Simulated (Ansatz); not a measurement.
# Ca3P2: the cost of one run

Computed with Ansatz 0.2.0 through its Python package. Level of theory: DFT r2SCAN, plane waves, PAW.

## (1) Starting point

Symmetry: Pm-3m, No. 221, cubic system. Conventional cell: a = 5.310 Å, b = 5.310 Å, c = 5.310 Å, α = 90.00°, β = 90.00°, γ = 90.00°. Around Ca (site symmetry 4/mmm) lie 6 P at 2.65 to 3.75 Å and 8 Ca at 3.75 Å. Around P (site symmetry m-3m) lie 12 Ca at 3.75 Å. Around P (site symmetry m-3m) lie 6 Ca at 2.65 Å.

The script holds or builds the structure itself.

## (2) The script

Input file walk.py:

```python
'''A displacement scan in Ca3P2 with warm starts.'''

import ansatz
from ase import Atoms
import numpy as np

SETTINGS = {
    'xc': 'r2SCAN',
}

atoms = Atoms(
    ['Ca', 'Ca', 'Ca', 'P', 'P'],
    scaled_positions=[
        (0.0, 0.5, 0.5),
        (0.5, 0.0, 0.5),
        (0.5, 0.5, 0.0),
        (0.0, 0.0, 0.0),
        (0.5, 0.5, 0.5),
    ],
    cell=[
        (5.31, 0.0, 0.0),
        (0.0, 5.31, 0.0),
        (0.0, 0.0, 5.31),
    ],
    pbc=True,
)
structure = ansatz.Crystal.from_ase(atoms)

start = np.array(structure.resolved().sites[0].position)
previous, rows = None, []
for step in range(4):
    target = start + step * 0.01 * np.eye(3)[0]
    calc = (
        structure.move(0, to=target).calculation()
        .functional(SETTINGS['xc'])
        .basis(28 * ansatz.Ha)
        .accuracy('low')
        .kpoints(2, center='monkhorst-pack')
        .occupations(ansatz.OccupationsMethod.FIXED)
        .mixing('anderson', preconditioner='kerker')
        .forces()
    )
    session = calc.session()
    if previous is not None:
        session.seed_next_step(previous)
    previous = session.plan(retain='density').execute()
    report = previous.report
    shift = float(np.linalg.norm((target - start) @ np.array(report['lattice']['cell_ang'])))
    rows.append((step, shift, report['lagrangian_ev'], float(np.linalg.norm(report['forces_ev_ang'][0])), report['n_iterations'], report['n_symmetry_ops']))
rows = [(row[0], row[1], 1000 * (row[2] - rows[0][2]), *row[3:]) for row in rows]
lines = [','.join(['step', 'moved A', 'dE meV', 'force on it eV/A', 'iterations', 'symmetry operations'])] + [','.join(f'{v:.4f}' if isinstance(v, float) else str(v) for v in row) for row in rows]
print('\n'.join(lines))
with open('walk.csv', 'w') as handle:
    handle.write('\n'.join(lines) + '\n')
```

## (3) Launch

Command:

```console
> python walk.py
```

Q: Estimate wall time and peak memory on 1 thread of Arm Neoverse V1, shared host.

About 14 s, with a peak of 0.63 GiB.
